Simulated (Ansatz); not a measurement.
**C2H7Cl2NOZr: a ladder of functionals and wavefunction methods**

The task here is to estimate one member of a computed series from the others.

Computed with Ansatz 0.2.0, Gaussian basis. Level: functionals in def2-TZVPP, the program's frozen cores in correlated methods.

The runs, in order: LDA (SPW92), PBE-D4, revPBE-D4, BLYP-D4, r2SCAN-D4, B97M-V, PBE0-D4, B3LYP-D4, r2SCANh-D4, r2SCAN0-D4, HSE06-D4, BHLYP-D4, CAM-B3LYP-D4, LC-ωPBE, ωB97X-V, ωB97M-V, B2PLYP, PBE-QIDH; CCSD(T)/def2-SVP; CCSD(T)/def2-TZVPP; MP2/def2-QZVPP; extrapolation to the limit; RPA on PBE.

## The geometry

An earlier PBE0-D4 in a triple-zeta def2 set relaxation fixed the geometry. Zr takes the def2 core potential; no spin-orbit term is included.

SMILES `C[NH][Zr]([Cl])([Cl])[O]C`, 14 atoms, charge 0, spin multiplicity 1.

Atoms are counted from 1 here; the program's logs count them from 0.

Bond lengths: C1–N2 1.448 Å, C1–H8 1.096 Å, C1–H9 1.092 Å, C1–H10 1.096 Å, N2–Zr3 2.002 Å, N2–H11 1.016 Å, Zr3–Cl4 2.373 Å, Zr3–Cl5 2.373 Å, Zr3–O6 1.887 Å, O6–C7 1.395 Å, C7–H12 1.094 Å, C7–H13 1.094 Å, C7–H14 1.094 Å. Angles: N2–C1–H8 111.9°, N2–C1–H9 109.8°, N2–C1–H10 111.9°, H8–C1–H9 107.5°, H8–C1–H10 108.1°, H9–C1–H10 107.5°, C1–N2–Zr3 132.6°, C1–N2–H11 111.1°, Zr3–N2–H11 116.4°, N2–Zr3–Cl4 108.9°, N2–Zr3–Cl5 108.9°, N2–Zr3–O6 105.1°, Cl4–Zr3–Cl5 110.1°, Cl4–Zr3–O6 111.8°, Cl5–Zr3–O6 111.8°, Zr3–O6–C7 170.5°, O6–C7–H12 110.2°, O6–C7–H13 110.3° and more.

Set-up of the first run:

Input file in.yaml:

```yaml
crystal:
  periodic: [false, false, false]
  atoms:
    - {symbol: C, position_ang: [-0.414561, -1.867380, 1.178823]}
    - {symbol: N, position_ang: [-0.769130, -1.572860, -0.194247]}
    - {symbol: Zr, position_ang: [-0.467020, 0.028795, -1.357325]}
    - {symbol: Cl, position_ang: [0.810900, -0.624252, -3.246904]}
    - {symbol: Cl, position_ang: [-2.569613, 0.881496, -2.051606]}
    - {symbol: O, position_ang: [0.464650, 1.257716, -0.270250]}
    - {symbol: C, position_ang: [1.149011, 2.304670, 0.347400]}
    - {symbol: H, position_ang: [-1.299023, -2.054213, 1.798010]}
    - {symbol: H, position_ang: [0.117424, -1.018579, 1.612954]}
    - {symbol: H, position_ang: [0.242339, -2.741225, 1.252625]}
    - {symbol: H, position_ang: [-1.265848, -2.350992, -0.618020]}
    - {symbol: H, position_ang: [2.094533, 2.494821, -0.168076]}
    - {symbol: H, position_ang: [0.544463, 3.215714, 0.327924]}
    - {symbol: H, position_ang: [1.361876, 2.046279, 1.388674]}
basis:
  gaussian: {orbitals: def2-TZVPP}
hamiltonian: {xc: lda}
output: {orbitals: {seedname: orbitals}}
```

Run with:

```
$ ansatz run in.yaml --threads 2 --pin off --events-out ev --progress --plain --max-ram 32768MiB --backend cuda --devices 0, --max-vram 18GiB
```

Steps of the session up to this table: LDA; PBE-D4 (GGA); revPBE-D4 (GGA); BLYP-D4 (GGA); r2SCAN-D4 (meta-GGA); B97M-V (meta-GGA); PBE0-D4 (hybrid); B3LYP-D4 (hybrid); r2SCANh-D4 (hybrid); r2SCAN0-D4 (hybrid); HSE06-D4 (hybrid); BHLYP-D4 (hybrid); CAM-B3LYP-D4 (range-separated); LC-ωPBE (range-separated); ωB97X-V (range-separated); ωB97M-V (range-separated); B2PLYP (double hybrid); PBE-QIDH (double hybrid).

One table of the session follows, with a row left open; its other results are not shown here.

It belongs to the step «Frontier levels by functional». 

| functional | HOMO (eV) | gap (eV) |
| --- | --- | --- |
| LDA (SPW92) | -6.13 | 3.96 |
| PBE-D4 | -5.98 | 4.02 |
| revPBE-D4 | -5.92 | 4.05 |
| BLYP-D4 | -5.84 | 4.03 |
| r2SCAN-D4 | -6.25 | 4.47 |
| B97M-V | ? | ? |
| PBE0-D4 | -7.29 | 6.18 |
| B3LYP-D4 | -7.06 | 5.74 |
| r2SCANh-D4 | -6.74 | 5.27 |
| r2SCAN0-D4 | -7.48 | 6.49 |
| HSE06-D4 | -6.89 | 5.40 |
| BHLYP-D4 | -8.51 | 8.41 |
| CAM-B3LYP-D4 | -8.65 | 8.67 |
| LC-ωPBE | -10.03 | 11.19 |
| ωB97X-V | -9.67 | 10.74 |
| ωB97M-V | -9.56 | 10.39 |

**Question.** Estimate the row for B97M-V.

**Answer.** HOMO (eV): -6.32; gap (eV): 4.57. In the column «HOMO (eV)» it lies between r2SCANh-D4 (-6.74) and r2SCAN-D4 (-6.25).
